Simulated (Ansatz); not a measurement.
# Si2Ni: the cost of one run

Computed with Ansatz 0.2.0 (DFT PBEsol, scalar-relativistic, plane waves, PAW, unless a step's input says otherwise).

The COD entry's cell or inner coordinates are ideal or old and differ from later refinements, so a difference from it is no clean test against experiment.

3 further runs of the same task are left out: 3 set aside as unsound or not needed. Runs told in other sessions of the task aren't counted.

## (1) The structure to begin with

Symmetry: Fm-3m, No. 225, cubic system. The conventional cell has a = 5.391 Å, b = 5.391 Å, c = 5.391 Å, α = 90.00°, β = 90.00°, γ = 90.00°. Si (site symmetry -43m) has 4 Ni at 2.33 Å in its first shell of neighbours. Around Ni (site symmetry m-3m) lie 8 Si at 2.33 Å.

Structure file:

```cif
data_structure
_symmetry_space_group_name_H-M 'Fm-3m'
_symmetry_Int_Tables_number 225
_cell_length_a 5.3914
_cell_length_b 5.3914
_cell_length_c 5.3914
_cell_angle_alpha 90.000
_cell_angle_beta 90.000
_cell_angle_gamma 90.000
_cell_volume 156.71
loop_
_atom_site_label
_atom_site_type_symbol
_atom_site_symmetry_multiplicity
_atom_site_Wyckoff_symbol
_atom_site_fract_x
_atom_site_fract_y
_atom_site_fract_z
_atom_site_occupancy
Si1 Si 8 c 0.75000 0.75000 0.25000 1
Ni1 Ni 4 a 0.00000 0.00000 0.00000 1
```

It is built from the cell relaxed beforehand with the same method (13.06 Å³/atom).

## (2) Zero of the scan

File input.yaml:

```yaml
crystal:
  lattice:
    - [0.0, -2.6957048444, -2.6957048444]
    - [-2.6957048444, 0.0, -2.6957048444]
    - [2.6957048444, 2.6957048444, -5.3914096888]
  atoms:
    - { symbol: Si, position: [0.125, 0.125, 0.625] }
    - { symbol: Si, position: [0.625, 0.625, 0.125] }
    - { symbol: Si, position: [0.375, 0.375, 0.875] }
    - { symbol: Si, position: [0.875, 0.875, 0.375] }
    - { symbol: Ni, position: [0.0, 0.0, 0.0] }
    - { symbol: Ni, position: [0.5, 0.5, 0.5] }
basis:
  ecutwfc: 420
kpoints:
  mp_grid: { grid: [12, 12, 14] }
hamiltonian:
  xc: pbesol
scf:
  occupations: { method: gaussian, width: 0.15 }
output:
  forces: true
  stress: true
  eigenvalues: true
```

Started as:

```
ansatz run input.yaml --threads 2 --pin off --max-ram 5120MiB --backend cpu --events-out ev --progress --plain --runs-dir out
```

What time and memory should one allow on 2 threads of Arm Neoverse N1, shared host?

About 69 s, with a peak of 1.1 GiB.
